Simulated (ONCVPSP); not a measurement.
**An ONCV potential for Ga, from input to tests**

Task: generate the file, and judge it by its errors in other configurations, its logarithmic derivatives, its ghosts and its cutoff.

Program: ONCVPSP 4.0.1.1 (patched build). Reference atom: PBE, scalar-relativistic, spherical and spin-unpolarised. All values are calculated.

## (1) Settings

The settings as typed:

* element: gallium (Ga, Z = 31)
* type: optimised norm-conserving Vanderbilt (ONCV)
* frozen core: [Ne]
* valence charge: 21
* reference configuration: 3s2 3p6 3d10 4s2 4p1
* partial waves: 3s+4s: rc 1.25 bohr, ncon 5, nbas 8, qcut 9.8 1/bohr, 2 projectors; 3p+4p: rc 1.20 bohr, ncon 4, nbas 8, qcut 12.2 1/bohr, 2 projectors; 3d: rc 1.35 bohr, ncon 5, nbas 10, qcut 13.4 1/bohr, 3 projectors, debl 3.8 Ha
* local potential: polynomial inside 0.90 bohr (lpopt 5, dvloc0 -1 Ha)
* core correction: not asked for

An earlier all-electron run gives the scale for the radii.

All-electron outer shells of the reference configuration (PBE, scalar-relativistic, ld1.x):

| shell | level (eV) | outermost node (bohr) | outermost maximum (bohr) |
| --- | --- | --- | --- |
| 2s | -1262.33 | 0.07 | 0.18 |
| 2p | -1098.84 | – | 0.15 |
| 3s | -148.13 | 0.27 | 0.56 |
| 3p | -98.86 | 0.24 | 0.56 |
| 3d | -19.15 | – | 0.53 |
| 4s | -8.95 | 0.81 | 1.90 |
| 4p | -2.58 | 0.87 | 2.53 |

## (2) Generation

File Ga.dat:

```
# ATOM AND REFERENCE CONFIGURATION
# atsym  z   nc   nv     iexc    psfile
  Ga 31.00    3    5        4      upf
#
#   n    l    f
    1    0    2.00
    2    0    2.00
    2    1    6.00
    3    0    2.00
    3    1    6.00
    3    2   10.00
    4    0    2.00
    4    1    1.00
#
# PSEUDOPOTENTIAL AND OPTIMIZATION
# lmax
    2
#
#   l,   rc,      ep,       ncon, nbas, qcut
    0    1.25    0.00    5    8    9.80
    1    1.20    0.00    4    8   12.20
    2    1.35    0.00    5   10   13.40
#
# LOCAL POTENTIAL
# lloc, lpopt,  rc(5),   dvloc0
    4    5    0.90   -1.00
#
# VANDERBILT-KLEINMAN-BYLANDER PROJECTORs
# l, nproj, debl
    0    2    2.90
    1    2    3.90
    2    3    3.80
#
# MODEL CORE CHARGE
# icmod, fcfact, rcfact
    0    0.00    0.00
#
# LOG DERIVATIVE ANALYSIS
# epsh1, epsh2, depsh
   -7.00    5.00    0.04
#
# OUTPUT GRID
# rlmax, drl
    6.00    0.01
#
# TEST CONFIGURATIONS
# ncnf
    4
# nvcnf
#   n    l    f
    5
    3    0    2.00
    3    1    6.00
    3    2   10.00
    4    0    2.00
    4    1    0.00
#
    5
    3    0    2.00
    3    1    6.00
    3    2   10.00
    4    0    1.00
    4    1    0.00
#
    5
    3    0    2.00
    3    1    6.00
    3    2   10.00
    4    0    0.00
    4    1    0.00
#
    5
    3    0    2.00
    3    1    6.00
    3    2   10.00
    4    0    1.00
    4    1    1.00
#
```

Command:

```sh
$ oncvpsp.x < Ga.dat > Ga.out
```

**Question.** What will these runs give? Wanted: cutoffs for 1 and 0.1 mHa per electron, occupied waves; bound ghosts; GHOST(+) flags; largest test error; largest phase difference near zero energy, channels read.

The runs gave:

```
                                                quantity                                                 value
  cutoffs for 1 and 0.1 mHa per electron, occupied waves                                       69 Ha and 77 Ha
                                            bound ghosts                                            none found
                                          GHOST(+) flags                                    none at low energy
                            largest test error (AE − PS)  -0.9 meV, for 3s2 3p6 3d10 4s1 4p0 (1 test unsolved)
largest phase difference near zero energy, channels read                                             0.000 rad
```

What this shows: By total energies transferability is very good where solved: the largest error is 0.9 meV on 26.8 eV, for 3s2 3p6 3d10 4s1 4p0. Of the tests 1 gave no usable energy difference, which is a warning in itself. By its cutoff, 69 Ha for the looser tolerance, it is very hard. At the looser tolerance the 3d wave is the slowest; 3p needs 51 Ha. No bound ghost shows below the valence levels. Near zero energy the phases of the channels with partial waves agree within 0.001 rad.
